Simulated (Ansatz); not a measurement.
WF under changes of volume

One of the cells (16.382 Å³/atom); the others are scaled copies at fixed shape and fractional positions:

```
W F
1.0
     1.36589    0.78860    5.06960
    -1.36589    0.78860    5.06960
     0.00000   -1.57719    5.06960
W F
1 1
Direct
  0.81412 0.81412 0.81412
  0.93712 0.93712 0.93712
```

The cell was built by a generator and needn't be a form met in nature.

```yaml
Program: Ansatz 0.2.0
Functional: PBE
Potentials_or_basis: Ansatz PAW
Cutoff: "420 eV (not typed: the program's choice for these potentials)"
k_mesh: 11 × 11 × 11
Occupations: fermi-dirac, width 0.05 eV
Spin: no spin polarisation
```

| volume (Å³/atom) | energy over the lowest point (meV/atom) | pressure (GPa) | largest force (eV/Å) |
| --- | --- | --- | --- |
| 15.399 | ? | ? | ? |
| 15.727 | 16.35 | 7.8 | 0.805 |
| 16.054 | 4.48 | 4.0 | 0.387 |
| 16.382 | 0.00 | 0.5 | 0.003 |
| 16.710 | 2.14 | -2.5 | 0.352 |
| 17.037 | 10.28 | -5.3 | 0.679 |
| 17.365 | 23.73 | -7.8 | 0.981 |

What does the run at 15.399 Å³/atom give?

Energy over the lowest point 36.48 meV/atom; pressure 12.0 GPa; largest force 1.258 eV/Å.

Worked out: A Birch-Murnaghan fit of order 3 (a polynomial in V^(-2/3)) to the other rows has its minimum at 16.43 Å³/atom with B0 = V·E''(V) = 160 GPa and B' = 4.5 at fixed shape and positions, which overstates the stiffness. It gives 36.54 meV/atom at 15.399 Å³/atom, against the run's 36.48, and -dE/dV = 12.0 GPa, against 12.0.

Energies are extrapolated to zero smearing.

Caveats: an odd number of electrons without spin polarisation forces a metal; a magnetic or distorted state may lie lower.
